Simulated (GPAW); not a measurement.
Ge2Sb2Te5:

```
CELL_PARAMETERS angstrom
6.83914 -3.06601 0.00000
6.83914 3.06601 0.00000
-6.83098 0.00000 6.84761
ATOMIC_POSITIONS crystal
Te 0.59470 0.59470 0.38643
Te 0.79529 0.79529 0.19611
Te 0.00832 0.00832 0.00643
Te 0.20652 0.20652 0.80980
Te 0.39996 0.39996 0.59712
Sb 0.90171 0.90171 0.58787
Sb 0.11187 0.11187 0.41735
Ge 0.28429 0.28429 0.18783
Ge 0.49734 0.49734 0.01104
```

The cell comes from a database or a generator and needn't be the stable form of this composition.

Base run:

```yaml
Program: GPAW 26.7.0
Functional: PBE
Potentials_or_basis: GPAW PAW data sets (gpaw-data 1.2.1)
Cutoff: 600 eV
Basis: pw
k_mesh: 4 × 4 × 3
Occupations: fermi-dirac, width 0.05 eV
Spin: no spin polarisation
```

Its results: band gap on the k mesh 0.06 eV, direct; pressure -0.4 GPa; largest force 0.157 eV/Å.

**Question.** The run is repeated on the same cell with these changes: functional from PBE to PBEsol; potentials or basis from GPAW PAW data sets (gpaw-data 1.2.1) to PAW data sets generated in the run's folder for this functional. What comes out?

**Answer.** Band gap on the k mesh 0.07 eV, direct; pressure -2.8 GPa; largest force 0.177 eV/Å.

Caveats: spin-orbit coupling is left out, which moves the levels of the heavy elements.
